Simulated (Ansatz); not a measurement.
# FH7O3Si: the cost of one run

Program: Ansatz 0.2.0. Level of theory: RKS B3LYP/def2-SVP. These are calculated values, not measurements.

### Step 1. The starting structure

Bond lengths: Si1–O2 2.064 Å, Si1–H3 1.451 Å, Si1–H4 1.462 Å, Si1–O5 1.611 Å, Si1–F7 2.004 Å, O2–H10 0.955 Å, O5–H11 0.956 Å, O9–H12 0.958 Å. Angles: Si1–O2–H10 107.8°, O2–Si1–H3 106.0°, O2–Si1–H4 88.4°, O2–Si1–O5 117.7°, O2–Si1–F7 80.5°, H3–Si1–H4 108.4°, H3–Si1–O5 130.7°, H3–Si1–F7 79.7°, H4–Si1–O5 95.1°, H4–Si1–F7 167.8°, O5–Si1–F7 85.9°, Si1–O5–H11 121.1°.

As a file:

```xyz
12

Si   -1.0526    0.2614   -0.6996
O    -0.5401   -0.7937    0.9989
H    -0.5148   -0.4933   -1.8162
H    -2.4394   -0.1521   -0.4882
O    -1.3480    1.8369   -0.5405
H     1.6052    0.0110    0.0368
F     0.8845    0.7594   -0.5710
H     0.7176   -1.0040    1.0227
O     1.9664   -0.9660    0.7660
H    -0.7472   -0.2484    1.7545
H    -0.6471    2.4820   -0.6231
H     2.1155   -1.6931    0.1598
```

### Step 2. A restrained relaxation towards end A

Springs on the bonds that form and break draw the guess towards this end; the thresholds are loose.

input.yaml

```yaml
crystal:
  periodic: [false, false, false]
  atoms:
    - { symbol: Si, position_ang: [-1.0526, 0.2614, -0.6996] }
    - { symbol: O, position_ang: [-0.5401, -0.7937, 0.9989] }
    - { symbol: H, position_ang: [-0.5148, -0.4933, -1.8162] }
    - { symbol: H, position_ang: [-2.4394, -0.1521, -0.4882] }
    - { symbol: O, position_ang: [-1.348, 1.8369, -0.5405] }
    - { symbol: H, position_ang: [1.6052, 0.011, 0.0368] }
    - { symbol: F, position_ang: [0.8845, 0.7594, -0.571] }
    - { symbol: H, position_ang: [0.7176, -1.004, 1.0227] }
    - { symbol: O, position_ang: [1.9664, -0.966, 0.766] }
    - { symbol: H, position_ang: [-0.7472, -0.2484, 1.7545] }
    - { symbol: H, position_ang: [-0.6471, 2.482, -0.6231] }
    - { symbol: H, position_ang: [2.1155, -1.6931, 0.1598] }
basis:
  gaussian: { orbitals: def2-SVP }
hamiltonian:
  xc: b3lyp
relax:
  f_tol: 0.15
  max_steps: 25
  restrain:
    - { distance: [0, 6], at: 2.98, k: 30.0 }
    - { distance: [5, 8], at: 2.27, k: 30.0 }
    - { distance: [7, 1], at: 2.27, k: 30.0 }
    - { distance: [0, 1], at: 1.77, k: 30.0 }
    - { distance: [5, 6], at: 0.88, k: 30.0 }
    - { distance: [7, 8], at: 0.97, k: 30.0 }
```

The run is started by

```bash
ansatz run input.yaml --threads 2 --pin off --max-ram 3072MiB --backend cpu --events-out ev --progress --plain --runs-dir out
```

What time and memory should one allow on 2 threads of Arm Neoverse V1, shared host?

About 38 s, with a peak of 0.24 GiB.
